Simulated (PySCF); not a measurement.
The system is BCNH2, in a box.

```xyz
5
Lattice="11.0000 0.0000 0.0000 0.0000 13.0000 0.0000 0.0000 0.0000 12.0000" Properties=species:S:1:pos:R:3 pbc="T T T"
B     5.2727    6.9651    5.8198
C     5.8446    5.8271    6.6524
N     6.2784    4.9642    7.2839
H     4.7476    6.7112    4.7841
H     5.3660    8.0778    6.2270
```

Program: PySCF 2.14.0. Alike in all runs: task atomic charges; potentials or basis pob-tzvp-rev2 (all-electron); no spin polarisation; cell as given; k mesh 1 × 1 × 1; smearing fixed.

Order these runs on this cell by their band gap on the k mesh, lowest first.
A. level wB97X; exxdiv ewald
B. level TM
C. level PW91+D4; three-body dispersion term yes

C (4.30 eV), B (4.52 eV), A (11.72 eV).

Caveats: this is a molecule in a periodic box at the Γ point, so its band gap is the HOMO-LUMO gap; the basis of atomic orbitals isn't converged, which shifts pressures, moduli and gaps.

Runs at the PBE level aren't shown here.
